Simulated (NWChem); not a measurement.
# TPSSh/cc-pVDZ run of C2H3F3 (1,1,2-trifluoroethane)

Aim: the electronic atomisation energy of C2H3F3 (1,1,2-trifluoroethane) at TPSSh/cc-pVDZ, from 4 runs. 

The results are computed with NWChem 7.3.0.

### 1 The structure to begin with

C2H3F3 has 8 atoms, charge 0, and is taken as a singlet. As SMILES, `FCC(F)F`. The shape is that of a PBE0-D4/def2-TZVP optimisation.

Bond lengths: F1–C2 1.372 Å, C2–C3 1.509 Å, C3–F4 1.352 Å, C3–F5 1.356 Å, C2–H6 1.093 Å, C2–H7 1.093 Å, C3–H8 1.095 Å. Some angles: F1–C2–C3 109.3°, C2–C3–F4 110.4°, C2–C3–F5 108.3°, F4–C3–F5 107.9°, F1–C2–H6 109.4°, F1–C2–H7 109.2°, C3–C2–H6 109.5°, C3–C2–H7 109.4°, C2–C3–H8 113.0°, F4–C3–H8 108.2°.

### 2 The energy at TPSSh/cc-pVDZ (run 1)

a.nw reads:

```
start a
title "C2H3F3 TPSSh"
memory 2200 mb
geometry units atomic noautosym nocenter noautoz
   F  -2.15957902 -1.28690349  2.19794046
   C  -0.35564646  0.36868557  1.34510706
   C   0.32673365 -0.28799426 -1.34416219
   F   1.55751227 -2.52429616 -1.42957781
   F   1.91183592  1.51858391 -2.23403422
   H   1.32602082  0.22468844  2.53695732
   H  -1.11210382  2.28940320  1.41219233
   H  -1.32054062 -0.41007057 -2.58986965
end
basis "ao basis" spherical bse
   F library cc-pVDZ
   C library cc-pVDZ
   H library cc-pVDZ
end
dft
   xc xctpssh
   mult 1
   grid fine
   convergence energy 1e-08
   maxiter 100
   mulliken
   print low
end
task dft energy
```

Started as:

```
nwchem a.nw > a.out
```

The log of the run:

```text
Northwest Computational Chemistry Package (NWChem) 7.3.0
             --------------------------------------------------------

           Job information
           ---------------

    nwchem branch   = 7.3.0
    use scalapack   = T
    input           = a.nw
    prefix          = a.
    data base       = ./a.db
    status          = startup
    nproc           =        1

           Memory information
           ------------------

[... 5 lines left out ...]
    hardfail = no
[... 35 lines left out ...]
            Nuclear Dipole moment (a.u.)
[... 101 lines left out ...]
         Total DFT energy =     -377.547473637314
[... 1 line left out ...]
           Coulomb energy =      377.401119608358
[... 1 line left out ...]
 Nuclear repulsion energy =      191.359785649963
[... 17 lines left out ...]
     -------------------------------------------
      Total Density - Lowdin Population Analysis
     -------------------------------------------

    Atom       Charge   Shell Charges
 -----------   ------   -------------------------------------------------------
    1 F    9     9.02   1.92  0.93  0.85  3.20  2.11  0.01
    2 C    6     6.02   1.88  0.58  0.38  1.83  1.03  0.32
    3 C    6     6.06   1.89  0.59  0.37  1.75  0.94  0.52
[... 4 lines of this table left out ...]
    8 H    1     0.99   0.65  0.27  0.08

 Task  times  cpu:       15.1s     wall:       15.1s
 Total times  cpu:       15.1s     wall:       15.1s
```

Run time: 16 s. Hardware: 1 thread of AMD EPYC 7R43 (Zen 3), shared host; peak memory 0.11 GiB.

### 3 The C atom at the same level (run 2)

c.nw reads:

```
start c
title "C TPSSh"
memory 2200 mb
charge 0

geometry units atomic noautosym nocenter noautoz
   C      0.00000000     0.00000000     0.00000000
end

basis spherical bse
   * library cc-pVDZ
end

dft
   xc xctpssh
   mult 3
   grid fine
   convergence energy 1e-08
   iterations 100
   mulliken
   print low
end

task dft
```

Run the same way, it converges to -37.85574 Eh (log not shown).

Run 3 isn't shown in full; the table further down has it.

### 4 The H atom, same level (run 4)

m1.xyz reads:

```xyz
1
H TPSSh
H      0.000000     0.000000     0.000000
```

m1.nw reads:

```
start m1
title "H TPSSh"
memory stack 880 mb heap 220 mb global 1100 mb

geometry units angstrom noautosym nocenter noautoz
  load format xyz m1.xyz
end

basis spherical bse
  * library cc-pVDZ
end

dft
  xc xctpssh
  mult 2
  grid fine
  convergence energy 1e-08
  iterations 100
  mulliken
  print low
end

task dft
```

Run the same way, it converges to -0.49926 Eh (log not shown).

### 5 All runs side by side

| run | level | partner | energy (Eh) | wall time |
| --- | --- | --- | --- | --- |
| 1 | TPSSh/cc-pVDZ | base | -377.547474 | 16 s |
| 2 | UTPSSh/cc-pVDZ | atoms | -37.855744 | 0.94 s |
| 3 | UTPSSh/cc-pVDZ | atoms | -99.725402 | 0.92 s |
| 4 | UTPSSh/cc-pVDZ | atoms | -0.499259 | 0.72 s |

### 6 Results

Level: TPSSh/cc-pVDZ.

```
                     quantity        value
         H atom: total energy  -0.49926 Eh
                 H atom: ⟨S²⟩        0.750
electronic atomisation energy    31.620 eV
```

**Reading.** Taking the molecule apart into free atoms costs 31.62 eV (729 kcal/mol), before zero-point energy and without spin-orbit coupling. All runs together took 18 s, the longest 16 s.
